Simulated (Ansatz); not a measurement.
# MgZnS: the cost of one run

Program: Ansatz 0.2.0. Level of theory: DFT PBE, scalar-relativistic, plane waves, PAW, unless a step names another level. These are calculated values, not measurements.

2 further runs of the same task are left out: 2 set aside as unsound or not needed. Runs told in other sessions of the task aren't counted.

## 1. Starting point

It takes space group P4/nmm (No. 129, tetragonal). The conventional cell has a = 3.642 Å, b = 3.642 Å, c = 8.159 Å, α = 90.00°, β = 90.00°, γ = 90.00°. Around Mg (site symmetry 4mm) lie 5 S at 2.58 to 2.70 Å. Zn (site symmetry 4mm) has 1 S at 2.49 Å and 4 Zn at 2.64 Å in its first shell of neighbours. S (site symmetry 4mm) has 1 Zn at 2.49 Å and 5 Mg at 2.58 to 2.70 Å in its first shell of neighbours.

Structure file:

```
CELL_PARAMETERS angstrom
3.64191 0.00000 0.00000
0.00000 3.64191 0.00000
0.00000 0.00000 8.15942
ATOMIC_POSITIONS crystal
Mg 0.50000 0.00000 0.82849
Mg 0.00000 0.50000 0.17151
Zn 0.00000 0.50000 0.53599
Zn 0.50000 0.00000 0.46401
S 0.00000 0.50000 0.84101
S 0.50000 0.00000 0.15899
```

It came out lowest among 33 distinct ends of the trial cells. At a tolerance of 0.05 Å it has space group P4/nmm (No. 129).

## 2. Tight relaxation for the response runs, on the response runs' mesh and smearing

Contents of input.yaml:

```yaml
crystal:
  lattice:
    - [3.6419124537, 0.0, 0.0]
    - [0.0, 3.6419124537, 0.0]
    - [0.0, 0.0, 8.1594203475]
  atoms:
    - { symbol: Mg, position: [0.5, 0.0, 0.8284927647] }
    - { symbol: Mg, position: [0.0, 0.5, 0.1715072353] }
    - { symbol: Zn, position: [0.0, 0.5, 0.5359909247] }
    - { symbol: Zn, position: [0.5, 0.0, 0.4640090753] }
    - { symbol: S, position: [0.0, 0.5, 0.8410113626] }
    - { symbol: S, position: [0.5, 0.0, 0.1589886374] }
basis:
  ecutwfc: 420
kpoints:
  mp_grid: { grid: [8, 8, 4] }
hamiltonian:
  xc: pbe
scf:
  occupations: { method: gaussian, width: 0.1 }
output:
  forces: true
  stress: true
  eigenvalues: true
relax:
  adjacent_minimum: "off"
  f_tol: 0.001
  max_steps: 60
  cell: { stress_tol: 0.01 }
```

Launch:

```sh
> ansatz run input.yaml --threads 3 --pin off --max-ram 7680MiB --backend cpu --events-out ev --progress --plain --runs-dir out
```

Q: Estimate wall time and peak memory on 3 threads of Intel Xeon 6975P-C (Granite Rapids), shared host.

About 13 s, with a peak of 0.55 GiB.
